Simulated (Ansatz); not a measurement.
# Two structures of Li2Pt: comparison of enthalpies under pressure

The task is a comparison of enthalpies under pressure, for two structures of Li2Pt.

Computed with Ansatz 0.2.0 through its Python package. Level of theory: DFT LDA, plane waves, PAW.

## 1. The structure

Li2Pt P6/mmm: It takes space group P6/mmm (No. 191, hexagonal). The conventional cell has a = 3.490 Å, b = 3.490 Å, c = 3.839 Å, α = 90.00°, β = 90.00°, γ = 120.00°. Around Pt (site symmetry 6/mmm) lie 12 Li at 2.78 Å. Li (site symmetry -6m2) is surrounded by 3 Li at 2.01 Å.

Li2Pt P-3m1: It takes space group P-3m1 (No. 164, trigonal). The conventional cell has a = 3.280 Å, b = 3.280 Å, c = 5.248 Å, α = 90.00°, β = 90.00°, γ = 120.00°. Pt (site symmetry -3m) is surrounded by 6 Li at 2.30 Å. Li (site symmetry 3m) is surrounded by 3 Pt at 2.30 Å.

The script holds or builds the structure itself.

## 2. The code

transition_li2pt.py reads:

```python
# -*- coding: utf-8 -*-
import ansatz as az
import numpy as np

config = {
    "cutoff": 420,
    "kspacing": 0.26,
    "smearing": "gaussian",
    "sigma": 0.1,
}


def alb2(first, second, a):
    return (
        az.Lattice.from_parameters(a, a, 1.1 * a, alpha=90, beta=90, gamma=120)
        .space_group(191)
        .atom(first, (0, 0, 0))
        .atom(second, (1 / 3, 2 / 3, 0.5))
    )


def cdi2(a_site, b_site, a):
    return (
        az.Lattice.from_parameters(a, a, 1.6 * a, alpha=90, beta=90, gamma=120)
        .space_group(164)
        .atom(a_site, (0, 0, 0))
        .atom(b_site, (1 / 3, 2 / 3, 0.25))
    )


def solve(name, crystal, pressure=0.0):
    calc = (
        crystal.calculation()
        .functional(az.Functional.LDA)
        .basis(config["cutoff"])
        .mixing("anderson")
        .eigensolver("davidson")
        .kpoints(spacing=config["kspacing"])
        .occupations(config["smearing"], width=config["sigma"])
    )
    calc = calc.relax(force_tolerance=0.03, cell=True, pressure=pressure)
    return calc.run(threads=1)


def volume_per_atom(outcome):
    return abs(np.linalg.det(outcome.lattice.cell_ang)) / len(outcome.lattice.sites)

phases = {}
phases["AlB2"] = alb2("Pt", "Li", 3.49)
phases["CdI2"] = cdi2("Pt", "Li", 3.28)

pressures = [0, 5, 10, 20]
enthalpy, volume = {name: [] for name in phases}, {name: [] for name in phases}
for p in pressures:
    for name, crystal in phases.items():
        o = solve(name, crystal, pressure=p)
        volume[name].append(volume_per_atom(o))
        enthalpy[name].append(o.report["energy_sigma0_ev"] / len(o.lattice.sites) + p * volume[name][-1] / 160.21766)
gap = np.array(enthalpy["CdI2"]) - np.array(enthalpy["AlB2"])
rows = [(p, va, vb, 1000 * d) for p, va, vb, d in zip(pressures, volume["AlB2"], volume["CdI2"], gap)]
print("| P (GPa) | V AlB2 (A^3/atom) | V CdI2 (A^3/atom) | H(CdI2) - H(AlB2) (meV/atom) |")
print("| --- | --- | --- | --- |")
for row in rows:
    print(f"| {row[0]:d} | {row[1]:.3f} | {row[2]:.3f} | {row[3]:+.1f} |")
crossings = [p0 - g0 * (p1 - p0) / (g1 - g0) for p0, p1, g0, g1 in zip(pressures, pressures[1:], gap, gap[1:]) if g0 * g1 < 0]
print("crossing near", [round(float(p), 1) for p in crossings], "GPa") if crossings else print("no crossing in this range")
```

## 3. The input behind the calls

The package turns the script's settings into the engine's input (first run):

```yaml
crystal:
  lattice:
    a: 3.49
    b: 3.49
    c: 3.8390000000000004
    alpha: 90.0
    beta: 90.0
    gamma: 120.0
  space_group: 191
  atoms:
    - { symbol: Pt, position: [0.0, 0.0, 0.0] }
    - { symbol: Li, position: [0.3333333333333333, 0.6666666666666666, 0.5] }
basis:
  ecutwfc: 420.0
kpoints:
  mp_grid:
    kspacing: 0.26
hamiltonian:
  xc: lda
scf:
  mixing:
    algorithm: anderson
  occupations:
    method: gaussian
    width: 0.1
  eigensolver:
    kind: davidson
relax:
  f_tol: 0.03
  cell:
    p_target: 0.0
```

## 4. The run

The run is started by

```
> python transition_li2pt.py
```

Output:

```text
| P (GPa) | V AlB2 (A^3/atom) | V CdI2 (A^3/atom) | H(CdI2) - H(AlB2) (meV/atom) |
| --- | --- | --- | --- |
| 0 | 12.737 | 14.126 | +85.2 |
| 5 | 11.987 | 13.242 | +125.8 |
| 10 | 11.325 | 12.587 | +163.8 |
| 20 | 10.460 | 11.611 | +238.3 |
no crossing in this range
```

Wall time 3.3 min (1 thread of Arm Neoverse V1, shared host); peak memory 0.39 GiB.

Lines on the test bed's own set-up are left out of the output.

A comment line of the script is reworded here; the code is as run.

## 5. What each run gave

The 8 runs, in the order started:

```
run  space group at the end  pressure asked (GPa)  energy from run 1 (meV/atom)  final volume (Å³/atom)  pressure (GPa)  SCF cycles in all  CPU time (s)
  1                  P6/mmm                     0                          0.00                   12.74           -0.01                 77            21
  2                   P-3m1                     0                         85.23                   14.13           -0.01                111            31
  3                  P6/mmm                     5                         11.01                   11.99            4.99                 80            22
  4                   P-3m1                     5                         97.63                   13.24            4.99                 94            29
  5                  P6/mmm                    10                         42.93                   11.33           10.00                 79            22
  6                   P-3m1                    10                        127.92                   12.59           10.00                 88            27
  7                  P6/mmm                    20                        122.98                   10.46           20.00                 72            19
  8                   P-3m1                    20                        217.57                   11.61           20.01                 86            26
```

Energies are extrapolated to zero smearing width, as in the script. 

Enthalpy H = E + pV of the second structure less the first:

| pressure (GPa) | ΔH (meV/atom) |
| --- | --- |
| 0 | 85.2 |
| 5 | 125.8 |
| 10 | 163.8 |
| 20 | 238.3 |

## 6. The relaxation of run 1, step by step

Step by step:

```csv
step,E - E(step 1) (eV/cell),largest force component (eV/Å),pressure (GPa),volume (Å³)
1,0.0000,0.0000,-8.45,40.49
2,-0.2805,0.0000,-5.92,38.49
3,-0.5675,0.0000,-3.79,37.06
4,-0.8557,0.0000,-1.22,35.83
5,-1.1336,0.0000,0.70,35.14
6,-1.4009,0.0000,1.92,35.15
7,-1.5847,0.0000,4.44,35.06
8,-1.6524,0.0000,3.87,36.23
9,-1.6681,0.0000,-0.62,37.67
10,-1.6686,0.0000,0.00,37.45
11,-1.6905,0.0000,1.15,37.45
12,-1.6949,0.0000,0.16,38.18
13,-1.6950,0.0000,-0.01,38.21
14,-1.6951,0.0000,-0.01,38.21
```

Step 1 is the start. Steps 11, 14 each repeat the geometry before them on a plane-wave basis chosen anew, so the energy can jump there without any move.

«Before» is this run's own start.

|  | before | after | change |
| --- | --- | --- | --- |
| a (Å) | 3.490 | 4.114 | +17.9 % |
| b (Å) | 3.490 | 4.114 | +17.9 % |
| c (Å) | 3.839 | 2.607 | -32.1 % |
| volume (Å³/atom) | 13.50 | 12.74 | -5.6 % |
| shortest distance (Å) | 2.015 | 2.375 | +17.9 % |
| space group (0.01 Å) | P6/mmm | P6/mmm | same |

The run keeps the 24 symmetry operations of the start, so it could not have lowered the symmetry.

## 7. How the relaxation of run 2 went

Step by step:

| step | energy from step 1 (eV/cell) | largest force component (eV/Å) | pressure (GPa) | volume (Å³) |
| --- | --- | --- | --- | --- |
| 1 | 0.0000 | 1.1586 | 2.81 | 48.90 |
| 2 | -0.4168 | 0.4715 | -1.44 | 45.84 |
| 3 | -0.7277 | 0.0057 | -2.81 | 42.73 |
| 4 | -1.0264 | 0.1804 | -0.04 | 40.04 |
| 5 | -1.1958 | 0.0683 | 3.35 | 39.11 |
| 6 | -1.2777 | 0.0246 | 2.64 | 39.97 |
| 7 | -1.2999 | 0.1071 | -1.16 | 41.62 |
| 8 | -1.3025 | 0.0385 | -0.06 | 41.44 |
| 9 | -1.3030 | 0.0023 | -0.04 | 41.33 |
| 10 | -1.3030 | 0.0003 | 0.00 | 41.31 |
| 11 | -1.3324 | 0.0022 | 1.09 | 41.31 |
| 12 | -1.3427 | 0.0027 | 0.44 | 41.97 |
| 13 | -1.3439 | 0.0024 | -0.01 | 42.38 |
| 14 | -1.3440 | 0.0022 | -0.01 | 42.38 |

Step 1 is the start. Steps 11, 14 each repeat the geometry before them on a plane-wave basis chosen anew, so the energy can jump there without any move.

«Before» is this run's own start.

|  | before | after | change |
| --- | --- | --- | --- |
| a (Å) | 3.280 | 2.714 | -17.3 % |
| b (Å) | 3.280 | 2.714 | -17.3 % |
| c (Å) | 5.248 | 6.642 | +26.6 % |
| volume (Å³/atom) | 16.30 | 14.13 | -13.3 % |
| shortest distance (Å) | 2.304 | 2.570 | +11.6 % |
| space group (0.01 Å) | P-3m1 | P-3m1 | same |

The run keeps the 12 symmetry operations of the start, so it could not have lowered the symmetry.

## 8. Summary of results

```
                  quantity              value
             runs compared                  8
crossing of the enthalpies  none in the range
```

The first structure (P6/mmm) stays lower over the whole range, and pressure widens its lead. In run 1, the volume shrank by 5.6 % over 11 moves, and the space group stayed P6/mmm. In run 2, the volume shrank by 13.3 % over 11 moves, and the space group stayed P-3m1. Notes:
- At a fixed pressure a relaxation lowers the enthalpy F + PV, while F alone can rise.
- Spin-orbit coupling, which matters for elements this heavy, is left out.
- Only these two structures are compared, at zero temperature and with their symmetry kept; either may be hypothetical, and another phase may be lower than both. Differences under about 40 meV an atom lie within the error of mesh and functional.
- The cells are prototypes set up for this calculation and needn't exist.
